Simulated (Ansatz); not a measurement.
# Selenium, simple cubic under LDA: structure, energy and stiffness

The plan for selenium in the simple cubic structure: relax it, solve it on a dense k-mesh, switch on spin-orbit coupling, then scale the cell to 7 volumes from 88 to 112 % of the relaxed one and try a fit of the equation of state. The k-meshes are 11×11×11 for the relaxation; 19×19×19 for the dense run; 11×11×11 for spin-orbit coupling; 13×13×13 for the volumes.

Computed with Ansatz 0.2.0 (DFT LDA (PW92), plane waves (420 eV) with PAW, scalar-relativistic; the PAW data stem from PBE, with regenerated cores, unless a step says otherwise).

### Step 1. The starting structure

Symmetry: Pm-3m, No. 221, cubic system. Conventional cell: a = 2.866 Å, b = 2.866 Å, c = 2.866 Å, α = 90.00°, β = 90.00°, γ = 90.00°. Se (site symmetry m-3m) is surrounded by 6 Se at 2.87 Å.

Coordinates:

```
CELL_PARAMETERS angstrom
2.86649 0.00000 0.00000
0.00000 2.86649 0.00000
0.00000 0.00000 2.86649
ATOMIC_POSITIONS crystal
Se 0.00000 0.00000 0.00000
```

### Step 2. Relaxation of the cell

input.yaml

```yaml
crystal:
  lattice:
    - [2.8664900032, 0.0, 0.0]
    - [0.0, 2.8664900032, 0.0]
    - [0.0, 0.0, 2.8664900032]
  atoms:
    - { symbol: Se, position: [0.0, 0.0, 0.0] }
hamiltonian:
  xc: lda
  pseudopotentials:
    kind: paw
    azcp:
      Se: "pseudopotentials/Se.paw.azcp"
basis:
  ecutwfc: 420
  fft_grid_basis: typed
kpoints:
  mp_grid: { grid: [11, 11, 11], shift: [0, 0, 0] }
magnetization:
  spin_polarized: false
scf:
  occupations: { method: fermi_dirac, width: 0.1 }
relax:
  max_steps: 60
  f_tol: 0.01
  cell: {}
output:
  write_density: true
  write_potential: true
  elf: true
  volumetric_format: npy
```

The runs that follow: Dense single point; Spin-orbit coupling switched on; The cell scaled to 88 % of its volume; The cell scaled to 92 % of its volume; The cell scaled to 96 % of its volume; The cell scaled to 100 % of its volume; The cell scaled to 104 % of its volume; The cell scaled to 108 % of its volume; The cell scaled to 112 % of its volume.

**Question.** What will these runs give? Wanted: space group; conventional cell; volume; shortest distance; gap on the mesh; relative to trigonal; highest ELF outside the cores; V₀, B₀, B₀′.

As calculated:

| quantity | value |
| --- | --- |
| space group (spins left aside) | Pm-3m (No. 221) |
| conventional cell | a = 2.769 Å |
| volume | 21.242 Å³/atom |
| shortest distance | 2.769 Å |
| gap on the mesh | none (levels filled in part) |
| relative to trigonal (grey) selenium | +82 meV/atom |
| highest ELF outside the cores | 0.79, 0.79 Å from the nearest atom |
| V₀, B₀, B₀′ | 21.211 Å³/atom, 86 GPa, 4.5 |

**Reading.** The relaxation shrank the cell by 9.8 % in volume. Against the reference form of selenium (trigonal (grey) selenium, computed apart with the same settings) it stands 82 meV/atom higher. No gap shows: it is a metal or semimetal at this level. The total energy of the spin-orbit run lies -0.16 eV/atom from the scalar one, but the two kinds of run don't share a zero of energy: only differences within one kind count. The fitted modulus is 86 GPa. The symmetry was held, so the structure may be unstable against distortions that break it.
